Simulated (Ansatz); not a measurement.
I need a rigid torsion scan of BGeH7Si, SMILES B[SiH2][GeH3]. Use Ansatz's Python interface. Settings (for the species named): Hartree-Fock, def2-SVP basis, multiplicity 1.

```json
{"atom": "B", "x (Å)": "-1.6311", "y (Å)": "0.4708", "z (Å)": "-0.7368"}
{"atom": "Si", "x (Å)": "0.2013", "y (Å)": "0.7687", "z (Å)": "-0.3716"}
{"atom": "Ge", "x (Å)": "0.9289", "y (Å)": "-0.9701", "z (Å)": "0.9335"}
{"atom": "H", "x (Å)": "-1.9549", "y (Å)": "-0.5521", "z (Å)": "-1.0832"}
{"atom": "H", "x (Å)": "-2.2715", "y (Å)": "1.4183", "z (Å)": "-1.2289"}
{"atom": "H", "x (Å)": "0.3948", "y (Å)": "2.0598", "z (Å)": "0.3398"}
{"atom": "H", "x (Å)": "0.9858", "y (Å)": "0.7968", "z (Å)": "-1.6289"}
{"atom": "H", "x (Å)": "0.7906", "y (Å)": "-2.2937", "z (Å)": "0.1889"}
{"atom": "H", "x (Å)": "0.1679", "y (Å)": "-0.9769", "z (Å)": "2.3182"}
{"atom": "H", "x (Å)": "2.4714", "y (Å)": "-0.7729", "z (Å)": "1.2721"}
```

`run_torsion.py`:
```python
import ansatz as az
from ase import Atoms

atoms = Atoms(["B", "Si", "Ge", "H", "H", "H", "H", "H", "H", "H"], positions=[
    [-1.6311, 0.4708, -0.7368],
    [0.2013, 0.7687, -0.3716],
    [0.9289, -0.9701, 0.9335],
    [-1.9549, -0.5521, -1.0832],
    [-2.2715, 1.4183, -1.2289],
    [0.3948, 2.0598, 0.3398],
    [0.9858, 0.7968, -1.6289],
    [0.7906, -2.2937, 0.1889],
    [0.1679, -0.9769, 2.3182],
    [2.4714, -0.7729, 1.2721],
])

first = (
    az.Crystal.molecule_from_ase(atoms).calculation()
    .basis(gaussian="def2-SVP")
    .functional("hf")
    .relax(force_tolerance=0.02, max_steps=80)
)
atoms.positions = first.run(threads=1, pin="off").report["positions_ang"]

start = atoms.get_dihedral(2, 1, 0, 3)
energies = {}
for turn in range(0, 360, 40):
    turned = atoms.copy()
    turned.set_dihedral(2, 1, 0, 3, start + turn, indices=[0, 3, 4])
    base = (
        az.Crystal.molecule_from_ase(turned).calculation()
        .basis(gaussian="def2-SVP")
        .functional("hf")
    )
    energies[round((start + turn) % 360)] = base.run(threads=1, pin="off").report["free_energy_ev"]
floor = min(energies.values())
print("dihedral Ge2-Si1-B0-H3 (deg)   E - E(min) (eV)")
for angle, e in sorted(energies.items()):
    print(f"{angle:8d} {(e - floor):14.3f}  " + "#" * int(30 * (e - floor) / max(max(energies.values()) - floor, 1e-9)))
```

```console
$ python run_torsion.py
dihedral Ge2-Si1-B0-H3 (deg)   E - E(min) (eV)
      32          0.065  #######################
      72          0.016  #####
     112          0.017  ######
     152          0.066  ########################
     192          0.082  #############################
     232          0.034  ############
     272          0.000
     312          0.035  ############
     352          0.082  ##############################
```

The lowest point is at 272° and the highest at 192°, 0.082 eV (7.9 kJ/mol) above it, with the rest of the molecule held.

The scan is rigid and the energies are electronic, in a modest basis. With rigid groups the curve can differ much from the relaxed path, the start wasn't checked as a minimum of this torsion, and equivalent turns needn't return to the same energy. Wall time of the script: 50 s on 1 thread of Arm Neoverse V1, with other jobs on the host, peak memory 0.27 GiB.
